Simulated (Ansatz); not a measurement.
**Co: a surface, (10-10), 6 layers**

Aim: cut a slab of Co (10-10), 6 layers from the relaxed bulk, relax it, and get surface energy and work function. Methods of the runs shown: PAW. Its runs: bulk cell relaxed (PAW); bulk in the slab's orientation (PAW); the reference run (PAW); atoms relaxed (PAW).

Program: Ansatz 0.2.0. Level of theory: DFT, LDA, PAW with Ansatz's default frozen-core files, scalar-relativistic. These are calculated values, not measurements.

## 1. The structure to begin with

It takes space group P6_3/mmc (No. 194, hexagonal). The conventional cell has a = 2.509 Å, b = 2.509 Å, c = 4.065 Å, α = 90.00°, β = 90.00°, γ = 120.00°. Co (site symmetry -6m2) is surrounded by 12 Co at 2.50 to 2.51 Å.

Structure file:

```
Co
1.0
     2.50904    0.00000    0.00000
    -1.25452    2.17289    0.00000
     0.00000    0.00000    4.06465
Co
2
Direct
  0.33333 0.66667 0.25000
  0.66667 0.33333 0.75000
```

Atoms are numbered in the order of the input: Co1, Co2.

## 2. Bulk cell relaxed, PAW

input.yaml

```yaml
crystal:
  lattice:
    - [2.5090426088, 0.0, 0.0]
    - [-1.2545213044, 2.1728946384, 0.0]
    - [0.0, 0.0, 4.0646490262]
  atoms:
    - { symbol: Co, position: [0.3333333333, 0.6666666667, 0.25], spin: 1.7 }
    - { symbol: Co, position: [0.6666666667, 0.3333333333, 0.75], spin: 1.7 }
magnetization:
  spin_polarized: true
kpoints:
  mp_grid: { grid: [20, 20, 11] }
scf:
  occupations: { method: fermi_dirac, width: 0.05 }
hamiltonian:
  xc: lda
  pseudopotentials: { kind: paw }
output:
  forces: true
  stress: true
relax:
  f_tol: 0.005
  max_steps: 40
  cell: {}
```

The run is started by

```bash
$ ansatz run input.yaml --threads 3 --pin off --max-ram 9216MiB --backend cpu --events-out ev --progress --plain --runs-dir out
```

The runs that follow: Bulk in the slab's orientation, PAW; Slab as cut, PAW; Atoms relaxed, PAW.

Q: Predict the outcome of this session. Wanted: surface energy; work function; outer layer spacing.

As calculated:

| quantity | value |
| --- | --- |
| surface energy (PAW, relaxed) | 2.96 J/m² |
| work function (PAW, relaxed) | 5.14 eV |
| outer layer spacing (PAW) | 0.70 → 0.59 Å |

In words: By PAW the surface costs 3.01 J/m² as cut and 2.96 J/m² relaxed. The outermost spacing changes by -15.5 % (PAW). Thickness wasn't converged, and no reconstruction was sought. Other magnetic orders may lie lower; this is the state that the run reached.
